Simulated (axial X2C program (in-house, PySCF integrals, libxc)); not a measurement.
**TeB⁻: bond curves with and without spin–orbit coupling**

Aim: find the lowest determinant of TeB⁻, scan the bond at several levels and fit the constants, once spin-free and once with spin–orbit coupling.

Computed with an in-house X2C program for linear molecules on PySCF integrals. Level: all-electron X2C, Te dyall-acv3z, B dyall-av3z.

All values are calculated.

**1. The job**

task.json reads:

```json
{"zs": [52, 5], "q": -1, "bas": ["dyall-acv3z", "dyall-av3z"], "levels": ["PBE0", "HF", "PBE50"], "cc": true, "r0": 2.06, "thr": -1.0, "nmax": 90, "npts": 10, "nst": 2, "ntry": 6}
```

Keys: zs atomic numbers; q charge; bas basis sets; levels methods (HF also brings MP2); cc coupled cluster on or off; r0 starting distance in Å; thr threshold in hartree for freezing inner shells (an s shell follows its p shell); nmax most natural virtual spinors; npts points asked for on the curve; nst determinants followed; ntry starts of the search.

Started as:

```
> python so2c.py task.json out
```

Spin-free means the one-electron spin-free X2C Hamiltonian; two-component (2c) means X2C with spin–orbit coupling and atomic mean-field two-electron Coulomb and Gaunt terms. Basis: Te dyall-acv3z contracted to [12s13p9d5f1g], B dyall-av3z contracted to [8s7p3d2f]; Gaussian nuclei, density fitting. Masses: Te 129.906 u, B 11.009 u.

Notation: σ, π±, δ± give the projection m of an orbital's angular momentum (0, ±1, ±2), α and β its spin, Λ and M_S the sums; ω is the projection of a spinor's total angular momentum and Ω the sum. Logs are in hartree.

After this run come: PBE0, spin-free; HF, spin-free; PBE50, spin-free; Correlated methods, spin-free; A higher determinant, spin-free; PBE0, 2c; HF, 2c; PBE50, 2c; Correlated methods, 2c; A higher determinant, 2c.

What does the calculation give? Wanted: for each run, Hamiltonian; Re; ωe; De; μ.

**Answer**, as computed:

Lowest determinant found, spin-free: M_S = 0, Λ = 0 (closed shell).

Lowest determinant found, 2c: Ω = 0 (closed shell).

```csv
Hamiltonian,level,Re (Å),ωe (cm⁻¹),De (eV),μ (D)
spin-free,PBE0,2.065,667,4.23,-4.84
spin-free,HF,2.079,674,2.54,-4.27
spin-free,MP2,2.061,685,4.27,n/a
spin-free,CCSD,2.075,668,3.90,n/a
spin-free,CCSD(T),2.081,659,4.13,n/a
spin-free,PBE50,2.053,691,4.01,-4.73
2c,PBE0,2.067,664,4.07,-4.86
2c,HF,2.081,670,2.34,-4.30
2c,MP2,2.062,682,4.08,n/a
2c,CCSD,2.077,664,3.71,n/a
2c,CCSD(T),2.082,655,3.94,n/a
2c,PBE50,2.055,687,3.84,-4.76
```

Dipoles are positive if B is the positive end and refer to the centre of mass.

What this shows: At CCSD(T), going from spin-free to two-component changes Re by +2 mÅ, ωe by -0.5 % and De by -0.19 eV, so spin–orbit coupling matters for this bond. The bond energy falls because the coupling lowers the separated atoms more than the molecule.

De refers to Te- + B. Each curve is one determinant whose occupation by symmetry is held fixed; it was picked as the lowest of a PBE0 search that is not exhaustive. Closed shells are restricted here (equal orbitals for both partners); the stretched side of such a curve lies too high. De is counted from the lowest determinant-based energies of the atoms at the same level, without counterpoise correction. CCSD and (T) use frozen natural virtuals with an MP2 correction for the truncation. With the outer-core shells frozen, correlated bond lengths of heavy atoms tend to come out a few hundredths of an ångström too long. T1 reaches 0.029, slightly above the customary mark of 0.02.
